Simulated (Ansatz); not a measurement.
What does this script print? It uses Ansatz's Python interface.

`spin_h5si2te.py`:
```python
# -*- coding: utf-8 -*-
"""Vertical spin-state energies of H5Si2Te."""

import ansatz

geometry_ang = [
    ("Si", (-1.1333, 1.3416, -0.7372)),
    ("Te", (1.1916, 0.703, -1.0029)),
    ("Si", (0.881, -0.9449, 0.8193)),
    ("H", (-1.973, 0.2229, -0.9381)),
    ("H", (-1.5083, 2.3978, -1.7751)),
    ("H", (0.5243, -0.2292, 2.0642)),
    ("H", (2.2078, -1.6575, 1.0551)),
    ("H", (-0.0979, -1.8908, 0.459)),
]
system = ansatz.Crystal.molecule()
for symbol, xyz in geometry_ang:
    system = system.atom(symbol, xyz)

job = (
    system.calculation()
    .basis(gaussian="x2c-TZVPPall")
    .functional("r2scan", dispersion="d4")
    .scf(lower_state_search="standard")
)
found = {}
for unpaired in [1, 3]:
    summary = job.spin("collinear", total=unpaired).run(threads=1, pin="off").report
    s = unpaired / 2
    found[unpaired] = summary["free_energy_ev"]
    print(f"2S+1 = {unpaired + 1}: E = {found[unpaired]:.5f} eV, <S^2> = {abs(summary['mean_field']['state']['spin_squared']):.3f} (pure state {s * (s + 1):.2f})")
lowest = min(found, key=found.get)
for unpaired, e in found.items():
    print(f"multiplicity {unpaired + 1}: {23.060548 * (e - found[lowest]):.1f} kcal/mol above the lowest")
```

Running `python spin_h5si2te.py` prints:
```text
2S+1 = 2: E = -200740.50947 eV, <S^2> = 0.756 (pure state 0.75)
2S+1 = 4: E = -200735.97237 eV, <S^2> = 3.762 (pure state 3.75)
multiplicity 2: 0.0 kcal/mol above the lowest
multiplicity 4: 104.6 kcal/mol above the lowest
```

In order: multiplicity 2 (+0.00 eV) and multiplicity 4 (+4.54 eV), all at the one geometry.

Caveats:
- The settings weren't tested for convergence.
- The geometry is a force-field or estimated start, not a minimum of this method, and the basis set is short of its limit. All parts are taken at fixed geometry, without zero-point energy.
- The species is open-shell (spin multiplicity 2).
- Spin-orbit coupling, which mixes and shifts the spin states of heavy atoms, is left out.
- Timing: 48 s on 1 thread of Intel(R) Xeon(R) 6975P-C (Granite Rapids) (shared host), peak memory 0.54 GiB.

(A comment or docstring line of the script was reworded after the run, the code is as it ran; lines on the test bed's own set-up are left out of the output.)
